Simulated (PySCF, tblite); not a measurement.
**C5H14Si: a rotation path, then NMR shifts on frames**

Aim: move C5H14Si (`CCCCC[SiH3]`) away from its starting geometry and see how NMR shifts follow the geometry.

Computed with tblite 0.8.0 and PySCF 2.14.0, with density-fitted response routines of our own, on a single molecule in the gas phase. Atoms are numbered from 0 throughout.

## Step 1: The starting structure

20 atoms, charge 0, multiplicity 1; geometry from: GFN2-xTB.

Bonds of the start (Å): C0–C1 1.52, C1–C2 1.53, C2–C3 1.53, C3–C4 1.53, C4–Si5 1.90, C0–H6 1.09, C0–H7 1.09, C0–H8 1.09, C1–H9 1.09, C1–H10 1.09, C2–H11 1.09, C2–H12 1.09, C3–H13 1.09, C3–H14 1.09, C4–H15 1.09, C4–H16 1.09, Si5–H17 1.46, Si5–H18 1.46, Si5–H19 1.46.

## Step 2: A band between two rotamers with GFN2-xTB

Job settings and geometry (Å):

```
{"job": {"kind": "neb", "xc": "GFN2-xTB", "basis": "xTB", "atoms": [2, 3, 4, 5], "turn": 120}, "charge": 0, "multiplicity": 1}
C     -3.265545    -0.106862     0.071082
C     -1.904814     0.532809     0.319487
C     -0.771147    -0.325126    -0.237228
C      0.605711     0.293137    -0.001665
C      1.725537    -0.578444    -0.564476
Si     3.458009     0.153763    -0.293639
H     -4.063810     0.513987     0.471350
H     -3.318803    -1.084131     0.546451
H     -3.434640    -0.237997    -0.995624
H     -1.874758     1.519807    -0.148251
H     -1.758462     0.672254     1.393110
H     -0.805706    -1.312648     0.230591
H     -0.922383    -0.465773    -1.310702
H      0.757307     0.434453     1.071399
H      0.641283     1.280620    -0.468667
H      1.667631    -1.567644    -0.104359
H      1.552305    -0.729825    -1.632476
H      3.546953     1.460167    -0.950188
H      4.455513    -0.752165    -0.866543
H      3.704671     0.310298     1.141859
```

With the program's defaults for keys left out, this is: GFN2-xTB climbing-image nudged elastic band, gas phase.

Launch:

```
OMP_NUM_THREADS=1 python probes_run.py task.json out
```

This one command runs all jobs of the session in turn.

Log:

```text
image   E - E0 / eV
  0       0.0000
  1       0.0155
  2       0.0522
  3       0.0929
  4       0.1143
  5       0.1020
  6       0.0642
  7       0.0295
  8       0.0077
```

Wall time 2.8 s (1 thread of Arm Neoverse V1, shared host); peak memory 0.18 GiB.

The final band, with the dihedral C2–C3–C4–Si5:

| image | dihedral (°) | energy (eV) | energy (kcal/mol) |
| --- | --- | --- | --- |
| 0 | 180 | 0.000 | 0.0 |
| 1 | 194 | 0.016 | 0.4 |
| 2 | 208 | 0.052 | 1.2 |
| 3 | 222 | 0.093 | 2.1 |
| 4 | 237 | 0.114 | 2.6 |
| 5 | 251 | 0.102 | 2.4 |
| 6 | 266 | 0.064 | 1.5 |
| 7 | 280 | 0.030 | 0.7 |
| 8 | 296 | 0.008 | 0.2 |

## Step 3: Shielding tensors: image 0, PBE0/pcSseg-1

Job settings and geometry (Å):

```
{"job": {"kind": "nmr", "xc": "PBE0", "basis": "pcSseg-1", "pop": false}, "charge": 0, "multiplicity": 1}
C     -3.265500    -0.106900     0.071100
C     -1.904800     0.532800     0.319500
C     -0.771100    -0.325100    -0.237200
C      0.605700     0.293100    -0.001700
C      1.725500    -0.578400    -0.564500
Si     3.458000     0.153800    -0.293600
H     -4.063800     0.514000     0.471400
H     -3.318800    -1.084100     0.546500
H     -3.434600    -0.238000    -0.995600
H     -1.874800     1.519800    -0.148300
H     -1.758500     0.672300     1.393100
H     -0.805700    -1.312600     0.230600
H     -0.922400    -0.465800    -1.310700
H      0.757300     0.434500     1.071400
H      0.641300     1.280600    -0.468700
H      1.667600    -1.567600    -0.104400
H      1.552300    -0.729800    -1.632500
H      3.547000     1.460200    -0.950200
H      4.455500    -0.752200    -0.866500
H      3.704700     0.310300     1.141900
```

Method: GIAO PBE0/pcSseg-1 NMR shielding, non-relativistic, gas phase.

Log:

```text
coarse grid: 15736 points
cycle   1  E = -487.9526046889  dE =  2.015e-01  |g| = 4.283e-01  |ddm| = 3.693e+00
cycle   2  E = -487.9384694970  dE =  1.414e-02  |g| = 4.924e-01  |ddm| = 8.406e-01
cycle   3  E = -488.0035857848  dE = -6.512e-02  |g| = 2.700e-02  |ddm| = 4.740e-01
cycle   4  E = -488.0037186735  dE = -1.329e-04  |g| = 1.567e-02  |ddm| = 4.260e-02
cycle   5  E = -488.0037789274  dE = -6.025e-05  |g| = 3.778e-03  |ddm| = 1.601e-02
cycle   6  E = -488.0037822567  dE = -3.329e-06  |g| = 5.350e-04  |ddm| = 3.366e-03
final grid: 143176 points
cycle   7  E = -488.0416431814  dE = -4.193e-05  |g| = 8.844e-03  |ddm| = 2.808e-02
cycle   8  E = -488.0416355207  dE =  7.661e-06  |g| = 1.035e-02  |ddm| = 1.713e-02
cycle   9  E = -488.0416639240  dE = -2.840e-05  |g| = 3.782e-04  |ddm| = 9.319e-03
cycle  10  E = -488.0416639508  dE = -2.684e-08  |g| = 1.775e-04  |ddm| = 5.381e-04
cycle  11  E = -488.0416639584  dE = -7.572e-09  |g| = 3.709e-05  |ddm| = 1.619e-04
cycle  12  E = -488.0416639587  dE = -3.153e-10  |g| = 8.396e-06  |ddm| = 4.342e-05
converged SCF energy = -488.0416639587

GIAO shielding tensors (ppm)
atom      isotropic    diamagn.    paramagn.     s11        s22        s33       span
  0 C      169.545     244.817     -75.272    157.864    163.036    187.735     29.872
  1 C      158.574     247.397     -88.823    146.600    156.780    172.342     25.741
  2 C      143.666     250.485    -106.819    119.180    138.616    173.201     54.021
  3 C      154.751     251.200     -96.450    139.308    150.504    174.441     35.134
  4 C      174.042     250.689     -76.647    165.133    165.248    191.746     26.612
  5 Si     420.293     878.893    -458.600    391.704    399.754    469.420     77.716
  6 H       30.442      26.804       3.638     25.743     27.635     37.947     12.204
  7 H       30.761      28.952       1.809     26.607     29.091     36.586      9.979
  8 H       30.764      28.837       1.927     26.608     29.097     36.586      9.978
  9 H       30.380      32.199      -1.819     25.439     30.650     35.051      9.613
 10 H       30.383      32.323      -1.940     25.445     30.654     35.051      9.606
 11 H       30.444      34.617      -4.173     26.091     31.776     33.464      7.373
 12 H       30.445      34.545      -4.101     26.093     31.776     33.466      7.373
 13 H       30.416      34.863      -4.447     25.135     31.799     34.315      9.179
 14 H       30.417      34.759      -4.342     25.134     31.800     34.317      9.183
 15 H       30.987      32.041      -1.054     26.063     30.502     36.397     10.334
 16 H       30.988      31.884      -0.897     26.061     30.505     36.398     10.337
 17 H       27.947      28.459      -0.512     24.584     26.333     32.924      8.340
 18 H       27.770      27.696       0.074     24.307     25.410     33.593      9.285
 19 H       27.945      28.477      -0.532     24.582     26.332     32.922      8.340
```

Run time: 28 s. Hardware: 1 thread of Arm Neoverse V1, shared host; peak memory 0.83 GiB.

Shifts follow as δ = σ(reference) − σ, with reference shieldings (ppm) from runs at the same level and on the same kind of geometry: ¹H TMS 31.72, ¹³C TMS 186.9, ²⁹Si TMS 349.2. The references are single molecules in the gas phase. Each atom is listed at this fixed geometry, with no averaging over motion; a spectrum would average atoms that exchange fast.

| atoms | environment | σ (ppm) | δ (ppm) |
| --- | --- | --- | --- |
| C2 | sp3 CH2 | 143.7 | 43.3 |
| C3 | sp3 CH2 | 154.8 | 32.2 |
| C1 | sp3 CH2 | 158.6 | 28.4 |
| C0 | methyl carbon | 169.5 | 17.4 |
| C4 | sp3 CH2 bonded to Si | 174.0 | 12.9 |
| H18 | hydrogen on a silicon bonded to C | 27.77 | 3.95 |
| H19 | hydrogen on a silicon bonded to C | 27.95 | 3.77 |
| H17 | hydrogen on a silicon bonded to C | 27.95 | 3.77 |
| H9 | hydrogen on an sp3 CH2 | 30.38 | 1.34 |
| H10 | hydrogen on an sp3 CH2 | 30.38 | 1.33 |
| H13 | hydrogen on an sp3 CH2 | 30.42 | 1.30 |
| H14 | hydrogen on an sp3 CH2 | 30.42 | 1.30 |
| H6 | hydrogen on a methyl carbon | 30.44 | 1.28 |
| H11 | hydrogen on an sp3 CH2 | 30.44 | 1.27 |
| H12 | hydrogen on an sp3 CH2 | 30.44 | 1.27 |
| H7 | hydrogen on a methyl carbon | 30.76 | 0.96 |
| H8 | hydrogen on a methyl carbon | 30.76 | 0.95 |
| H15 | hydrogen on an sp3 CH2 bonded to Si | 30.99 | 0.73 |
| H16 | hydrogen on an sp3 CH2 bonded to Si | 30.99 | 0.73 |
| Si5 | silicon bonded to C, 3 H | 420.3 | -71.1 |

The fields below are evaluated on a grid from the run's orbitals.

Frontier orbitals at PBE0/pcSseg-1, with the share of their density that lies nearest to each atom:

| orbital | energy (eV) | lies on |
| --- | --- | --- |
| HOMO | -8.23 | C4 26 %; Si5 13 %; C2 13 % |
| LUMO | 0.96 | H17, H18, H19 about 15 % each; Si5 11 %; H15, H16 about 8 % each |

ELF in a plane through or near 8 of the atoms.

Ten even steps from '0' (0.00) to '9' (1.00):
```
0000000000000000000000000000
0000000000000000000000000000
0000000000000000000000000000
0000000000000000000000000000
0000551000000000000000000000
0006995001330001100000000000
0019999314651035300231000000
0039999555242146500564000000
0039999376535341412554100000
0018991529486765767226640000
0002653518676285917749991000
0000120304142243692789992000
0000122111036510424379991000
0000013420024300465128980000
0000001210001100132001300000
0000000000000000000000000000
0000000000000000000000000000
0000000000000000000000000000
0000000000000000000000000000
0000000000000000000000000000
```
The map spans 14.2 Å across and 7.8 Å up, centred on the molecule. Atoms in the plane (x, y in Å): C0 (3.3, 0.1), C1 (1.9, -0.6), C2 (0.8, 0.4), C3 (-0.6, -0.3), C4 (-1.8, 0.6), Si5 (-3.5, -0.2), H6 (4.1, -0.6), H18 (-4.5, 0.8).

log10 of the density (e/Å³) in the same plane.

Values, 10 rows by 14 columns:
```
-4.0 -4.0 -4.0 -4.0 -4.0 -4.0 -4.0 -4.0 -4.0 -4.0 -4.0 -4.0 -4.0 -4.0
-4.0 -4.0 -3.3 -3.2 -3.1 -2.6 -2.9 -3.1 -3.1 -3.6 -3.5 -4.0 -4.0 -4.0
-4.0 -3.2 -2.2 -2.2 -2.1 -1.5 -1.9 -2.0 -2.0 -2.5 -2.3 -2.9 -4.0 -4.0
-4.0 -2.5 -0.8 -0.8 -1.0 -0.1 -1.0 -0.7 -0.7 -1.5 -0.9 -1.8 -3.2 -4.0
-3.8 -2.3 -0.3 -0.1 -0.3  1.8 -0.3  0.1  0.0 -0.6  0.1 -1.2 -2.6 -4.0
-4.0 -2.6 -1.0  0.6  0.1 -0.3  1.4  0.1  0.2  0.2  0.3 -0.4 -2.2 -4.0
-4.0 -3.0 -1.5 -0.5 -0.7 -1.2  0.0 -0.7 -0.2  0.1 -0.5 -0.7 -2.4 -4.0
-4.0 -3.6 -2.2 -1.3 -1.5 -2.0 -1.2 -1.7 -1.1 -1.0 -1.9 -2.1 -3.2 -4.0
-4.0 -4.0 -3.1 -2.5 -2.6 -3.0 -2.6 -2.8 -2.4 -2.3 -3.2 -3.7 -4.0 -4.0
-4.0 -4.0 -4.0 -3.5 -3.6 -4.0 -3.9 -4.0 -3.6 -3.5 -4.0 -4.0 -4.0 -4.0
```
The map spans 14.2 Å across and 7.8 Å up, centred on the molecule. Atoms in the plane (x, y in Å): C0 (3.3, 0.1), C1 (1.9, -0.6), C2 (0.8, 0.4), C3 (-0.6, -0.3), C4 (-1.8, 0.6), Si5 (-3.5, -0.2), H6 (4.1, -0.6), H18 (-4.5, 0.8).

On the surface of density 0.002 e/bohr³ the electrostatic potential runs, from the 1st to the 99th percentile, from -0.10 to 0.73 V.

## Step 4: Nuclear shieldings: image 2, PBE0/pcSseg-1

Job settings and geometry (Å):

```
{"job": {"kind": "nmr", "xc": "PBE0", "basis": "pcSseg-1", "pop": false}, "charge": 0, "multiplicity": 1}
C     -3.212400    -0.206800     0.277900
C     -1.898100     0.565500     0.256600
C     -0.756100    -0.291600    -0.283400
C      0.585700     0.437300    -0.274800
C      1.718800    -0.442300    -0.811000
Si     3.411600     0.011700    -0.073600
H     -4.019700     0.417600     0.651300
H     -3.129800    -1.081300     0.919900
H     -3.471700    -0.542600    -0.724400
H     -2.009300     1.456700    -0.365300
H     -1.654600     0.896700     1.269000
H     -0.670700    -1.193600     0.329300
H     -0.988500    -0.604300    -1.304400
H      0.809800     0.747400     0.748700
H      0.512000     1.346800    -0.874800
H      1.500400    -1.483400    -0.563400
H      1.734500    -0.393700    -1.901700
H      3.749900     1.402800    -0.380000
H      4.444100    -0.878600    -0.606200
H      3.339100    -0.153700     1.381700
```

Level: GIAO PBE0/pcSseg-1 NMR shielding, non-relativistic, gas phase.

Log:

```text
coarse grid: 15736 points
cycle   1  E = -487.9524965874  dE =  2.025e-01  |g| = 4.265e-01  |ddm| = 3.693e+00
cycle   2  E = -487.9386965904  dE =  1.380e-02  |g| = 4.895e-01  |ddm| = 8.347e-01
cycle   3  E = -488.0030175056  dE = -6.432e-02  |g| = 2.712e-02  |ddm| = 4.696e-01
cycle   4  E = -488.0031520650  dE = -1.346e-04  |g| = 1.560e-02  |ddm| = 4.250e-02
cycle   5  E = -488.0032117583  dE = -5.969e-05  |g| = 3.816e-03  |ddm| = 1.602e-02
cycle   6  E = -488.0032151595  dE = -3.401e-06  |g| = 5.319e-04  |ddm| = 3.385e-03
final grid: 143176 points
cycle   7  E = -488.0395635667  dE = -3.674e-05  |g| = 8.459e-03  |ddm| = 2.638e-02
cycle   8  E = -488.0395564019  dE =  7.165e-06  |g| = 9.916e-03  |ddm| = 1.597e-02
cycle   9  E = -488.0395824416  dE = -2.604e-05  |g| = 3.432e-04  |ddm| = 8.916e-03
cycle  10  E = -488.0395824631  dE = -2.156e-08  |g| = 1.656e-04  |ddm| = 4.796e-04
cycle  11  E = -488.0395824698  dE = -6.688e-09  |g| = 3.119e-05  |ddm| = 1.503e-04
cycle  12  E = -488.0395824700  dE = -2.161e-10  |g| = 7.190e-06  |ddm| = 3.601e-05
converged SCF energy = -488.0395824700

GIAO shielding tensors (ppm)
atom      isotropic    diamagn.    paramagn.     s11        s22        s33       span
  0 C      169.545     244.912     -75.367    157.932    162.964    187.738     29.806
  1 C      158.555     247.394     -88.839    146.693    156.486    172.484     25.790
  2 C      143.791     250.834    -107.043    115.947    141.004    174.422     58.475
  3 C      156.320     250.712     -94.392    140.308    151.833    176.819     36.511
  4 C      176.068     250.816     -74.748    158.311    173.255    196.638     38.327
  5 Si     420.146     878.936    -458.790    386.783    403.614    470.042     83.259
  6 H       30.469      26.874       3.595     25.771     27.645     37.991     12.220
  7 H       30.772      29.168       1.603     26.629     29.142     36.544      9.916
  8 H       30.757      28.768       1.989     26.589     29.083     36.598     10.009
  9 H       30.406      31.997      -1.591     25.490     30.510     35.217      9.728
 10 H       30.419      32.421      -2.002     25.481     30.804     34.972      9.490
 11 H       30.576      34.810      -4.234     26.139     32.102     33.488      7.349
 12 H       30.321      34.392      -4.072     25.991     31.612     33.359      7.369
 13 H       30.606      35.222      -4.616     24.759     32.686     34.373      9.614
 14 H       30.246      34.136      -3.890     25.459     30.754     34.524      9.065
 15 H       31.290      32.445      -1.155     26.036     31.613     36.221     10.186
 16 H       30.688      31.116      -0.428     26.038     29.194     36.832     10.794
 17 H       27.946      28.443      -0.497     24.625     26.185     33.028      8.404
 18 H       27.786      27.821      -0.035     24.273     25.339     33.746      9.472
 19 H       27.993      28.911      -0.918     24.580     26.661     32.737      8.157
```

Wall time 21 s (1 thread of Arm Neoverse V1, shared host); peak memory 0.85 GiB.

Key values: δ C2 43.1, C3 30.6, C1 28.4, C0 17.4, H18 3.93, H17 3.77 ppm.

(Part 1 of 2 ends here.)
